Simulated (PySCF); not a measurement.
# C3H11AlS2: electronic excitations at several levels of theory, part 2 of 2

PySCF 2.14.0. Atoms count from 0.

### Step 5. Ultraviolet spectrum: LC-wPBE/def2-SVPD

The job: settings as JSON, then the geometry in Å.

```
{"job": {"kind": "uv", "xc": "LC-wPBE", "basis": "def2-SVPD", "ip": true}, "charge": 0, "multiplicity": 1}
C      2.371653     0.279816    -1.119642
S      1.647742    -1.003824    -0.038465
Al     0.954086     0.203810     1.713968
S     -1.465207     0.383381     1.184669
C     -1.412932     0.897053    -0.544121
C     -1.856211    -1.368500     0.990296
H      3.392857     0.523969    -0.796375
H      1.777577     1.204704    -1.128548
H      2.414510    -0.122800    -2.141029
H      1.359920     1.747605     1.653261
H      0.790246    -0.629304     3.063650
H     -1.074076     1.941570    -0.560945
H     -2.418512     0.829677    -0.980914
H     -0.697922     0.258682    -1.084881
H     -2.866571    -1.475927     0.573009
H     -1.103843    -1.841098     0.341037
H     -1.820287    -1.817316     1.991833
```

Method: TDDFT LC-wPBE/def2-SVPD, vertical, gas phase, core orbitals frozen in the response.

Log:

```text
coarse grid: 14952 points
cycle   1  E = -1158.8071111954  dE =  2.190e-01  |g| = 3.404e-01  |ddm| = 4.471e+00
cycle   2  E = -1158.8447616772  dE = -3.765e-02  |g| = 2.016e-01  |ddm| = 9.068e-01
cycle   3  E = -1158.8557043320  dE = -1.094e-02  |g| = 3.883e-02  |ddm| = 3.683e-01
cycle   4  E = -1158.8563798965  dE = -6.756e-04  |g| = 1.276e-02  |ddm| = 1.090e-01
cycle   5  E = -1158.8564400174  dE = -6.012e-05  |g| = 3.560e-03  |ddm| = 3.297e-02
cycle   6  E = -1158.8564463612  dE = -6.344e-06  |g| = 9.011e-04  |ddm| = 1.054e-02
final grid: 128104 points
cycle   7  E = -1159.0166353896  dE = -3.920e-05  |g| = 5.574e-03  |ddm| = 7.287e-02
cycle   8  E = -1159.0166392949  dE = -3.905e-06  |g| = 4.059e-03  |ddm| = 1.550e-02
cycle   9  E = -1159.0166433182  dE = -4.023e-06  |g| = 2.909e-04  |ddm| = 5.878e-03
cycle  10  E = -1159.0166433631  dE = -4.489e-08  |g| = 1.406e-04  |ddm| = 1.106e-03
cycle  11  E = -1159.0166433725  dE = -9.367e-09  |g| = 3.647e-05  |ddm| = 4.552e-04
cycle  12  E = -1159.0166433734  dE = -8.706e-10  |g| = 1.232e-05  |ddm| = 1.627e-04
converged SCF energy = -1159.0166433734

Static polarisability (au): isotropic 107.353, principal 99.669 105.528 116.863

Singlet excitations
state   eV       nm        f      main configurations
  1   5.9732    207.6   0.00131   H->L+4 0.44, H->L+1 0.17, H->L+11 0.11
  2   6.5286    189.9   0.03964   H->L+2 0.44, H->L+6 0.11, H->L 0.11
  3   6.6201    187.3   0.00194   H-3->L+1 0.30, H->L+1 0.11, H-3->L+8 0.10
  4   6.7603    183.4   0.04981   H->L+3 0.25, H->L+5 0.23, H->L 0.12
  5   7.0991    174.6   0.02434   H-1->L+4 0.30, H-1->L+1 0.16, H-1->L+3 0.12
  6   7.4257    167.0   0.02929   H-1->L+2 0.25, H-1->L+5 0.10, H-2->L+2 0.09
  7   7.4813    165.7   0.00726   H->L+5 0.18, H->L+3 0.16, H->L+7 0.14
  8   7.5355    164.5   0.02615   H->L+1 0.28, H->L+2 0.08, H->L 0.08
  9   7.5495    164.2   0.14134   H-1->L+2 0.17, H-1->L 0.12, H->L+1 0.09
 10   7.6612    161.8   0.03558   H-2->L+2 0.16, H-2->L+5 0.12, H-1->L+5 0.10

Triplet excitations (Tamm-Dancoff, eV): 5.3747 6.0705 6.1390 6.2481
Vertical ionisation energy (delta-SCF) = 8.5037 eV
```

Wall time 3.2 min (1 thread, shared host).

Key values: HOMO -9.06 eV, LUMO 1.69 eV; lowest singlet 5.97 eV.

### Step 6. TDDFT and polarisability: PBE0/6-31G*

Settings changed since step 5:

```diff
@@ -1,2 +1,2 @@
-{"job": {"kind": "uv", "xc": "LC-wPBE", "basis": "def2-SVPD", "ip": true}, "charge": 0, "multiplicity": 1}
+{"job": {"kind": "uv", "xc": "PBE0", "basis": "6-31G*"}, "charge": 0, "multiplicity": 1}
 C      2.371653     0.279816    -1.119642
```

Method: TDDFT PBE0/6-31G*, vertical, gas phase, core orbitals frozen in the response.

Log:

```text
coarse grid: 14952 points
cycle   1  E = -1159.2355645265  dE =  1.005e-01  |g| = 3.089e-01  |ddm| = 3.538e+00
cycle   2  E = -1159.2429353162  dE = -7.371e-03  |g| = 2.837e-01  |ddm| = 8.602e-01
cycle   3  E = -1159.2674173825  dE = -2.448e-02  |g| = 4.241e-02  |ddm| = 4.259e-01
cycle   4  E = -1159.2679894803  dE = -5.721e-04  |g| = 1.173e-02  |ddm| = 7.797e-02
cycle   5  E = -1159.2680326322  dE = -4.315e-05  |g| = 3.212e-03  |ddm| = 2.177e-02
cycle   6  E = -1159.2680356650  dE = -3.033e-06  |g| = 8.069e-04  |ddm| = 5.178e-03
final grid: 128104 points
cycle   7  E = -1159.1893310878  dE = -1.931e-05  |g| = 8.955e-03  |ddm| = 3.038e-02
cycle   8  E = -1159.1893199406  dE =  1.115e-05  |g| = 1.110e-02  |ddm| = 1.835e-02
cycle   9  E = -1159.1893527473  dE = -3.281e-05  |g| = 4.845e-04  |ddm| = 1.047e-02
cycle  10  E = -1159.1893528243  dE = -7.699e-08  |g| = 1.207e-04  |ddm| = 8.506e-04
cycle  11  E = -1159.1893528280  dE = -3.685e-09  |g| = 4.978e-05  |ddm| = 1.830e-04
cycle  12  E = -1159.1893528287  dE = -6.844e-10  |g| = 1.017e-05  |ddm| = 6.317e-05
converged SCF energy = -1159.1893528287

Static polarisability (au): isotropic 91.748, principal 84.042 90.375 100.828

Singlet excitations
state   eV       nm        f      main configurations
  1   5.5895    221.8   0.00218   H->L 0.90
  2   5.7828    214.4   0.01705   H->L+1 0.81
  3   5.9035    210.0   0.03397   H->L+2 0.88
  4   6.2229    199.2   0.01143   H->L+3 0.86
  5   6.5364    189.7   0.00316   H-1->L 0.73, H-3->L 0.12, H-1->L+1 0.10
  6   6.6133    187.5   0.00058   H-1->L+1 0.83, H-1->L 0.09
  7   6.8430    181.2   0.00160   H-3->L 0.77, H-1->L 0.15
  8   6.9583    178.2   0.12382   H-1->L+2 0.86
  9   7.1483    173.4   0.00269   H->L+4 0.78, H-2->L+1 0.10, H-2->L 0.10
 10   7.1757    172.8   0.00913   H-2->L+1 0.72, H->L+4 0.14

Triplet excitations (Tamm-Dancoff, eV): 5.2482 5.5153 5.5637 5.7554
```

Run time: 16 s. Hardware: 1 thread, shared host.

This run: HOMO -6.27 eV, LUMO 0.37 eV; lowest singlet 5.59 eV.

### Step 7. Excited states and response: PBE0/def2-SVP

Settings changed since step 6:

```diff
@@ -1,2 +1,2 @@
-{"job": {"kind": "uv", "xc": "PBE0", "basis": "6-31G*"}, "charge": 0, "multiplicity": 1}
+{"job": {"kind": "uv", "xc": "PBE0", "basis": "def2-SVP"}, "charge": 0, "multiplicity": 1}
 C      2.371653     0.279816    -1.119642
```

With the program's defaults for keys left out, this is: TDDFT PBE0/def2-SVP, vertical, gas phase, core orbitals frozen in the response.

Log:

```text
coarse grid: 14952 points
cycle   1  E = -1158.6829448085  dE =  6.301e-02  |g| = 2.898e-01  |ddm| = 3.857e+00
cycle   2  E = -1158.6915168467  dE = -8.572e-03  |g| = 2.583e-01  |ddm| = 8.929e-01
cycle   3  E = -1158.7110205375  dE = -1.950e-02  |g| = 4.240e-02  |ddm| = 4.462e-01
cycle   4  E = -1158.7115703329  dE = -5.498e-04  |g| = 1.257e-02  |ddm| = 7.481e-02
cycle   5  E = -1158.7116182824  dE = -4.795e-05  |g| = 3.272e-03  |ddm| = 2.177e-02
cycle   6  E = -1158.7116212747  dE = -2.992e-06  |g| = 8.687e-04  |ddm| = 5.421e-03
final grid: 128104 points
cycle   7  E = -1158.8344382452  dE = -2.540e-05  |g| = 8.364e-03  |ddm| = 3.269e-02
cycle   8  E = -1158.8344283451  dE =  9.900e-06  |g| = 1.032e-02  |ddm| = 1.737e-02
cycle   9  E = -1158.8344565204  dE = -2.818e-05  |g| = 5.153e-04  |ddm| = 9.981e-03
cycle  10  E = -1158.8344566050  dE = -8.469e-08  |g| = 1.288e-04  |ddm| = 8.630e-04
cycle  11  E = -1158.8344566094  dE = -4.338e-09  |g| = 5.388e-05  |ddm| = 2.059e-04
cycle  12  E = -1158.8344566102  dE = -8.108e-10  |g| = 1.020e-05  |ddm| = 6.528e-05
converged SCF energy = -1158.8344566102

Static polarisability (au): isotropic 92.790, principal 83.454 91.749 103.169

Singlet excitations
state   eV       nm        f      main configurations
  1   5.6304    220.2   0.00157   H->L 0.89
  2   5.9116    209.7   0.01930   H->L+1 0.77, H->L+2 0.12
  3   5.9964    206.8   0.02204   H->L+2 0.81, H->L+1 0.09
  4   6.2729    197.7   0.00982   H->L+3 0.79
  5   6.6044    187.7   0.00425   H-1->L 0.75, H-1->L+1 0.15
  6   6.7245    184.4   0.00099   H-1->L+1 0.82, H-1->L 0.12
  7   6.9668    178.0   0.00128   H-3->L 0.77
  8   7.0219    176.6   0.02287   H->L+4 0.65, H-1->L+2 0.24
  9   7.0747    175.3   0.06722   H-1->L+2 0.66, H->L+4 0.23
 10   7.2356    171.4   0.00941   H-2->L+1 0.61, H-2->L 0.21

Triplet excitations (Tamm-Dancoff, eV): 5.2543 5.5857 5.6805 5.8960
```

It took 22 s on 1 thread, shared host.

In short: HOMO -6.29 eV, LUMO 0.43 eV; lowest singlet 5.63 eV.

### Step 8. Excited states and response: PBE0/def2-TZVP

Settings changed since step 7:

```diff
@@ -1,2 +1,2 @@
-{"job": {"kind": "uv", "xc": "PBE0", "basis": "def2-SVP"}, "charge": 0, "multiplicity": 1}
+{"job": {"kind": "uv", "xc": "PBE0", "basis": "def2-TZVP"}, "charge": 0, "multiplicity": 1}
 C      2.371653     0.279816    -1.119642
```

With the program's defaults for keys left out, this is: TDDFT PBE0/def2-TZVP, vertical, gas phase, core orbitals frozen in the response.

Log:

```text
coarse grid: 14952 points
cycle   1  E = -1159.2977301542  dE =  7.841e-02  |g| = 3.383e-01  |ddm| = 2.878e+00
cycle   2  E = -1159.3041381842  dE = -6.408e-03  |g| = 3.189e-01  |ddm| = 7.646e-01
cycle   3  E = -1159.3306224701  dE = -2.648e-02  |g| = 5.478e-02  |ddm| = 3.771e-01
cycle   4  E = -1159.3313286632  dE = -7.062e-04  |g| = 1.791e-02  |ddm| = 6.159e-02
cycle   5  E = -1159.3314196847  dE = -9.102e-05  |g| = 4.626e-03  |ddm| = 2.041e-02
cycle   6  E = -1159.3314245405  dE = -4.856e-06  |g| = 1.330e-03  |ddm| = 5.258e-03
final grid: 128104 points
cycle   7  E = -1159.3267619558  dE = -6.182e-05  |g| = 9.739e-03  |ddm| = 4.682e-02
cycle   8  E = -1159.3267510236  dE =  1.093e-05  |g| = 1.142e-02  |ddm| = 1.238e-02
cycle   9  E = -1159.3267811322  dE = -3.011e-05  |g| = 9.399e-04  |ddm| = 7.450e-03
cycle  10  E = -1159.3267813764  dE = -2.443e-07  |g| = 2.595e-04  |ddm| = 9.979e-04
cycle  11  E = -1159.3267813943  dE = -1.788e-08  |g| = 8.938e-05  |ddm| = 2.659e-04
cycle  12  E = -1159.3267813964  dE = -2.065e-09  |g| = 2.462e-05  |ddm| = 7.567e-05
cycle  13  E = -1159.3267813965  dE = -1.455e-10  |g| = 5.633e-06  |ddm| = 2.295e-05
converged SCF energy = -1159.3267813965

Static polarisability (au): isotropic 106.490, principal 97.264 104.888 117.317

Singlet excitations
state   eV       nm        f      main configurations
  1   5.3349    232.4   0.00063   H->L 0.92
  2   5.6432    219.7   0.00852   H->L+2 0.49, H->L+1 0.24, H->L+3 0.18
  3   5.7522    215.5   0.03117   H->L+1 0.48, H->L+2 0.42
  4   5.9382    208.8   0.01773   H->L+3 0.62, H->L+1 0.22
  5   6.2425    198.6   0.00188   H-1->L 0.80, H-3->L 0.15
  6   6.4943    190.9   0.00113   H-1->L+1 0.69, H-1->L+2 0.15
  7   6.5222    190.1   0.00095   H-3->L 0.70, H-1->L 0.17
  8   6.7002    185.0   0.01201   H->L+4 0.78
  9   6.7448    183.8   0.08378   H-1->L+2 0.70, H-1->L+1 0.17
 10   6.8965    179.8   0.01363   H-2->L 0.57, H-1->L+3 0.27

Triplet excitations (Tamm-Dancoff, eV): 5.0068 5.3011 5.4878 5.5085
```

Wall time 55 s (1 thread, shared host).

Key values: HOMO -6.38 eV, LUMO 0.01 eV; lowest singlet 5.33 eV.

### Step 9. Run by run: electronic excitations

Excitations and ground-state properties, with basis size and wall time:

```
                run  lowest singlet (eV)  brightest (eV)      f  gap (eV)  α (Å³)  μ (D)  functions     time
CAM-B3LYP/def2-SVPD                 5.60            6.88  0.112      8.42   16.38   4.37        226  2.5 min
  wB97X-D/def2-SVPD                 5.73            7.03  0.090      9.83   16.36   4.40        226  2.6 min
  LC-wPBE/def2-SVPD                 5.97            7.55  0.141     10.75   15.91   4.42        226  3.2 min
        PBE0/6-31G*                 5.59            6.96  0.124      6.64   13.60   4.50        118     16 s
      PBE0/def2-SVP                 5.63            7.07  0.067      6.73   13.75   4.44        151     22 s
     PBE0/def2-TZVP                 5.33            6.74  0.084      6.38   15.78   4.37        270     55 s
```

### Step 10. What came out

What follows sums up all 2 parts.

```
                                quantity                        value
                             point group                           C1
    rotational constants (main isotopes)         2.53, 1.09, 1.02 GHz
    lowest singlet (CAM-B3LYP/def2-SVPD)  5.60 eV (221 nm), f = 0.003
brightest single state of those computed  state 8, 6.88 eV, f = 0.112
                          lowest triplet                      5.16 eV
       vertical ionisation energy (ΔSCF)                      8.42 eV
             range of the lowest singlet              5.33 to 5.97 eV
```

In words: Single values in the summary come from the first run of each kind that ended normally (CAM-B3LYP/def2-SVPD), which need not be the best level. Relaxing lowered the energy by 0.312 eV in 12 steps; the close pair that moved most is Al2–H9, from 1.552 to 1.597 Å. The lowest singlet, at 5.60 eV, is HOMO→LUMO+4 0.26, HOMO→LUMO+2 0.24 and is weak; of the 10 states computed, the strongest absorption comes from state 8 at 6.88 eV. The lowest triplet lies 0.44 eV below the lowest singlet (triplets in Tamm-Dancoff, singlets in full TDDFT). ΔSCF puts the ionisation energy at 8.42 eV, 0.74 eV above −ε(HOMO). The lowest singlet runs from 5.33 eV (PBE0/def2-TZVP) to 5.97 eV (LC-wPBE/def2-SVPD), while the orbital gap spans 6.38 to 10.75 eV. The lowest state need not be the same one in every run.
